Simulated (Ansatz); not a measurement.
# SiC (Moissanite 3C): the cost of one run

Program: the Python package of Ansatz 0.2.0. Level of theory: DFT PBE, plane waves, PAW. These are calculated values, not measurements.

**1. Starting point**

The structure is cubic, space group F-43m (No. 216). The conventional cell has a = 4.358 Å, b = 4.358 Å, c = 4.358 Å, α = 90.00°, β = 90.00°, γ = 90.00°. Si (site symmetry -43m) has 4 C at 1.89 Å as nearest neighbours. C (site symmetry -43m) is surrounded by 4 Si at 1.89 Å.

No structure file is read: the coordinates are typed or built in the script.

**2. Script**

The input, defect.py:

```python
'''An interstitial in a supercell of SiC, against the perfect cell.'''

from dataclasses import dataclass

import ansatz
import numpy as np


@dataclass(frozen=True)
class Settings:
    functional: str = 'pbe'
    mesh: tuple[int, ...] = (2, 2, 2)
    scf_tol: float = 1e-10
    smearing: str = 'fermi_dirac'
    width_ev: float = 0.02


settings = Settings()


def main() -> None:
    sic = (
        ansatz.Lattice.of((0.0, 2.179, 2.179), (2.179, 0.0, 2.179), (2.179, 2.179, 0.0))
        .atom('Si', (0.0, 0.0, 0.0))
        .atom('C', (0.25, 0.25, 0.25))
    )
    host = sic.supercell(2)
    defective = host.interstitial('H', at=(0.5, 0.5, 0.5))

    def with_settings(structure):
        return (
            structure.calculation()
            .functional(settings.functional)
            .pseudopotentials('paw')
            .basis(34 * ansatz.Ry)
            .kpoints(mesh=settings.mesh)
            .scf(tolerance=settings.scf_tol)
            .occupations(settings.smearing, width=settings.width_ev)
            .band_table()
        )


    perfect = with_settings(host).run().report
    base = with_settings(defective).relax(force_tolerance=0.05, max_steps=25)
    res = base.run()
    data = res.report

    n_host, n_defect = len(perfect['lattice']['sites']), len(data['lattice']['sites'])
    print(f'perfect cell: {n_host} atoms, F = {perfect["free_energy_ev"]:.4f} eV')
    print(f'defect cell:  {n_defect} atoms, F = {data["free_energy_ev"]:.4f} eV')
    # chemical potentials are still to be added to this difference
    print(f'difference {data["free_energy_ev"] - perfect["free_energy_ev"]:.4f} eV (no chemical potentials)')

    for site in res.lattice.sites:
        print(f'{site.symbol:2s}', ' '.join(f'{v:8.4f}' for v in site.position_ang))

    for label, run in (('perfect', perfect), ('defect', data)):
        levels, filled = np.array(run['eigenvalues_ev'][0]), np.array(run['occupations'][0])
        top = int(np.argmin(np.abs(levels - run['fermi_energy_ev'])))
        window = slice(max(top - 3, 0), top + 4)
        print(label, 'levels near E_F at the first k-point:', ', '.join(f'{e - run["fermi_energy_ev"]:.2f} ({f:.2f})' for e, f in zip(levels[window], filled[window])))


if __name__ == '__main__':
    main()
```

**3. The calls as engine input**

The package turns the script's settings into the engine's input (first run):

```yaml
crystal:
  lattice:
    - [0.0, 2.179, 2.179]
    - [2.179, 0.0, 2.179]
    - [2.179, 2.179, 0.0]
  atoms:
    - { symbol: Si, position: [0.0, 0.0, 0.0] }
    - { symbol: C, position: [0.25, 0.25, 0.25] }
  supercell: [2, 2, 2]
basis:
  ecutwfc: 462.593566181796
kpoints:
  mp_grid:
    grid: [2, 2, 2]
hamiltonian:
  xc: pbe
  pseudopotentials:
    kind: paw
scf:
  convergence:
    dr2_threshold: 1.0e-10
  occupations:
    method: fermi_dirac
    width: 0.02
output:
  eigenvalues: true
```

**4. Running it**

On the command line:

```console
$ python defect.py
```

What time and memory should one allow on 1 thread of AMD EPYC 9R45 (Zen 5), shared host?

About 4.4 s, with a peak of 0.54 GiB.
